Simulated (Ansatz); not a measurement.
Task: a rigid torsion scan of CH4BClSe, SMILES CB(Cl)[SeH], with Ansatz's Python interface. Give the script and its output. Level of theory (for the species named): Hartree-Fock, def2-SVP basis, multiplicity 1.

```xyz
8

C     0.0649    1.0087   -0.1133
B     0.3638   -0.4955   -0.1893
Cl    2.0841   -1.0447   -0.0266
Se   -1.0163   -1.8456   -0.4500
H     0.3380    1.4577    0.8368
H     0.5482    1.6025   -0.9411
H    -1.0501    1.2019   -0.2405
H    -1.2405   -1.9420    1.0681
```

The script, `run_torsion.py`:
```python
import ansatz as az
from ase import Atoms

BASIS = "def2-SVP"
XC = "hf"
FORCE_TOL = 0.02


def main() -> None:
    atoms = Atoms(["C", "B", "Cl", "Se", "H", "H", "H", "H"], positions=[
        [0.0649, 1.0087, -0.1133],
        [0.3638, -0.4955, -0.1893],
        [2.0841, -1.0447, -0.0266],
        [-1.0163, -1.8456, -0.45],
        [0.338, 1.4577, 0.8368],
        [0.5482, 1.6025, -0.9411],
        [-1.0501, 1.2019, -0.2405],
        [-1.2405, -1.942, 1.0681],
    ])

    first = (
        az.Crystal.molecule_from_ase(atoms).calculation()
        .basis(gaussian=BASIS)
        .functional(XC)
        .relax(force_tolerance=FORCE_TOL, max_steps=80)
    )
    atoms.positions = first.run(threads=1, pin="off").report["positions_ang"]

    start = atoms.get_dihedral(2, 1, 0, 4)
    energies = {}
    for turn in range(0, 121, 15):
        turned = atoms.copy()
        turned.set_dihedral(2, 1, 0, 4, start + turn, indices=[0, 4, 5, 6])
        calculation = (
            az.Crystal.molecule_from_ase(turned).calculation()
            .basis(gaussian=BASIS)
            .functional(XC)
        )
        energies[round((start + turn) % 360)] = calculation.run(threads=1, pin="off").report["free_energy_ev"]
    floor = min(energies.values())
    print("dihedral Cl2-B1-C0-H4 (deg)   E - E(min) (kcal/mol)")
    for angle, e in sorted(energies.items()):
        print(f"{angle:8d} {23.060548 * (e - floor):14.3f}  " + "#" * int(30 * (e - floor) / max(max(energies.values()) - floor, 1e-9)))


if __name__ == "__main__":
    main()
```

Running `python run_torsion.py` prints:
```text
dihedral Cl2-B1-C0-H4 (deg)   E - E(min) (kcal/mol)
      14          0.969  ##############################
      29          0.932  ############################
      44          0.815  #########################
      59          0.686  #####################
     299          0.000
     314          0.078  ##
     329          0.315  #########
     344          0.616  ###################
     359          0.862  ##########################
```

The scan is rigid and the energies are electronic, in a modest basis. With rigid groups the curve can differ much from the relaxed path, the start wasn't checked as a minimum of this torsion, and equivalent turns needn't return to the same energy. Hardware and time: 48 s on 1 thread of Arm Neoverse V1 (shared host), peak memory 0.28 GiB.
